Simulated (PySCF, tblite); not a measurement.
# C8H10OSi: geometry, infrared bands and NMR shifts

Aim: predict the infrared bands and NMR shifts of C8H10OSi (`CC(=O)C1=C[C@@]2([SiH3])C=C[C@@H]12`).

The runs use tblite 0.8.0 and PySCF 2.14.0, with density-fitted response routines of our own; the level of theory stands in each step. All values are computed, except where a source is named. Atoms are numbered from 0 throughout.

## Step 1: The starting structure

20 atoms, charge 0, multiplicity 1; geometry from: force field or distance geometry start.

Bonds of the start (Å): C0–C1 1.51, C1–O2 1.25, C1–C3 1.48, C3–C4 1.35, C4–C5 1.53, C5–Si6 1.87, C5–C7 1.52, C7–C8 1.35, C8–C9 1.52, C9–C3 1.49, C9–C5 1.54, C0–H10 1.10, C0–H11 1.09, C0–H12 1.09, C4–H13 1.08, Si6–H14 1.49, Si6–H15 1.49, Si6–H16 1.48, C7–H17 1.09, C8–H18 1.08, C9–H19 1.09.

## Step 2: Geometry optimisation with GFN2-xTB

Job settings and geometry (Å):

```
{"job": {"kind": "relax", "xc": "GFN2-xTB", "basis": "xTB"}, "charge": 0, "multiplicity": 1}
C      3.102400    -0.087700     0.144300
C      1.964700     0.048400     1.132400
O      2.224400     0.117300     2.348400
C      0.611600     0.067900     0.545000
C     -0.574800     0.223900     1.178600
C     -1.357700     0.127100    -0.133500
Si    -2.649900    -1.211000    -0.321800
C     -1.467200     1.399000    -0.953000
C     -0.276400     1.214500    -1.564300
C      0.011000    -0.071900    -0.816100
H      3.071600     0.758000    -0.550600
H      2.994500    -1.028500    -0.402500
H      4.048400    -0.081500     0.680400
H     -0.856000     0.386400     2.204500
H     -3.903600    -0.865500     0.415200
H     -2.167000    -2.519000     0.213700
H     -3.011500    -1.427700    -1.741100
H     -2.241000     2.157400    -1.021800
H      0.275800     1.787700    -2.299100
H      0.195400    -0.984000    -1.387000
```

Run with:

```console
$ OMP_NUM_THREADS=1 python probes_run.py task.json out
```

This one command runs all jobs of the session in turn.

**Question.** This job is followed by: GFN2-xTB harmonic vibrations, gas phase; GIAO PBE0/pcSseg-1 NMR shielding, non-relativistic, gas phase. What will the session give for the following? strongest single infrared mode (GFN2-xTB); zero-point energy (GFN2-xTB); 13C shifts against TMS (PBE0/pcSseg-1); 1H shifts against TMS (PBE0/pcSseg-1, means over atoms taken as alike); 17O shifts against H2O (PBE0/pcSseg-1); 29Si shifts against TMS (PBE0/pcSseg-1); surface potential, 1st and 99th percentile.

As calculated:

| quantity | value |
| --- | --- |
| strongest single infrared mode (GFN2-xTB) | 782 cm⁻¹, 525 km/mol |
| zero-point energy (GFN2-xTB) | 91.6 kcal/mol |
| 13C shifts against TMS (PBE0/pcSseg-1) | 196.0, 165.5, 156.6, 156.5, 149.4, 55.2, 48.2, 30.1 ppm |
| 1H shifts against TMS (PBE0/pcSseg-1, means over atoms taken as alike) | 7.69, 7.00, 6.99, 4.12, 4.00, 2.24 ppm |
| 17O shifts against H2O (PBE0/pcSseg-1) | 664.5 ppm |
| 29Si shifts against TMS (PBE0/pcSseg-1) | -73.1 ppm |
| surface potential, 1st and 99th percentile | -1.81 V and 1.09 V |

What this shows: The optimisation took 77 steps and gained 0.248 eV; among the close pairs (by a distance rule), C1–O2 changed most, from 1.245 to 1.212 Å. No mode is imaginary among the 54: a minimum at this level. The strongest single mode, at 782 cm⁻¹, has its largest shares on H16, H15 and H14 (the list is cut at 3 atoms). Unscaled tight-binding wavenumbers are off by several per cent, some by more. Its intensities can rank the bands wrongly. The most deshielded carbon is C1 (ketone carbonyl carbon), at 196.0 ppm: low-lying n→π* states of the double bond to the heteroatom give a large paramagnetic term (-252 ppm). The most deshielded hydrogen is H13 (hydrogen on a β carbon of a C=C–C=O unit), at 7.69 ppm: attached to an sp2 carbon and in the plane of the double bond. At PBE0/pcSseg-1: The widest tensor belongs to O2: span 1303 ppm, with a paramagnetic part of -726 ppm. By nearest atom (PBE0/pcSseg-1), the HOMO sits on O2 61 %; C0, C3 about 8 % each and the LUMO on C4 24 %; C1 19 %.
